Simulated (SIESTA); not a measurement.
Something may be wrong with this SIESTA 5.4.2 calculation of WS2.

The input WS2.fdf:

```
SystemName                      WS2
SystemLabel                     WS2
NumberOfSpecies                 2
NumberOfAtoms                   9
%block ChemicalSpeciesLabel
  1  74 W
  2  16 S
%endblock ChemicalSpeciesLabel

LatticeConstant                 3.1829541700 Ang
%block LatticeParameters
  1.0000000000 1.0000000000 8.9640680752 90.0000000000 90.0000000000 120.0000000000
%endblock LatticeParameters
AtomicCoordinatesFormat         Fractional
%block AtomicCoordinatesAndAtomicSpecies
     0.6666666667     0.3333333333     0.4343616800  1  W
     0.6666666667     0.3333333333     0.8855337800  1  W
     0.0000000000     0.0000000000     0.6592864300  1  W
     0.6666666667     0.3333333333     0.6046252100  2  S
     0.0000000000     0.0000000000     0.3797102500  2  S
     0.0000000000     0.0000000000     0.8308482800  2  S
     0.6666666667     0.3333333333     0.7139522100  2  S
     0.0000000000     0.0000000000     0.4890304200  2  S
     0.0000000000     0.0000000000     0.9401857300  2  S
%endblock AtomicCoordinatesAndAtomicSpecies

%block kgrid.MonkhorstPack
   10   0   0  0.0
    0  10   0  0.0
    0   0   1  0.0
%endblock kgrid.MonkhorstPack
XC.Functional                   GGA
XC.Authors                      PBE
PAO.BasisSize                   DZP
PAO.EnergyShift                 0.003 Ry
Mesh.Cutoff                     800
OccupationFunction              FD
ElectronicTemperature           0.05 eV
MaxSCFIterations                60
SCF.MustConverge                false
SCF.Mixer.Method                Pulay
SCF.Mixer.Weight                0.25
SCF.Mixer.History               8
SCF.DM.Tolerance                5.0e-05
SCF.H.Tolerance                 1.0e-03 eV
WriteForces                     true
Charge.Mulliken                 end
%block PAO.Basis
  W 5
  n=5 0 2
    3.045 0.000
  n=6 0 2
    7.641 0.000
  n=5 1 2
    3.655 0.000
  n=6 1 1
    7.641
  n=5 2 2
    6.655 0.000
%endblock PAO.Basis
```

Potentials or basis: PseudoDojo 0.4 standard (PBE files), DZP (energy shift 0.003 Ry; two zetas on semicore shells).

Run with:

```sh
$ siesta WS2.fdf > WS2.out 2>&1
```

WS2.out:

```text
Version         : 5.4.2

                           ***********************
                           *  WELCOME TO SIESTA  *
                           ***********************

 NOTE: Siesta V5 introduces some new defaults for basis-set generation
 NOTE: which might lead to slightly different numerical results.
 NOTE: Please see the manual for full details and compatibility measures.

[... 434 lines left out ...]

siesta: Atomic coordinates (Bohr) and species
siesta:      3.00746   1.73636  23.41995  1        1
STOP Stopping Program
*************************************************************
ERROR

FDF module: fdf_physical:  no unit specified for MeshCutoff

     File: fdf.F90
[... 21 lines left out ...]
redata: Spin configuration                          = none
redata: Number of spin components                   = 1
redata: Time-Reversal Symmetry                      = T
redata: Spin spiral                                 = F
redata: Long output                                 =   F
redata: Number of Atomic Species                    =        2
redata: Charge density info will appear in .RHO file
redata: Write Mulliken charges (when)               = end
redata: Write Mulliken Pop.                         = Atomic and Orbital charges
redata: Write Hirshfeld charges (when)              = none
redata: Write Voronoi charges (when)                = none
redata: Write spin charge (when)                    = none
redata: Matel table size (NRTAB)                    =     1024
```

How did it end, and where is the flaw?

The input was rejected before any iteration. The input holds a flaw that was put in on purpose: mesh cutoff without a unit (Mesh.Cutoff = 800).
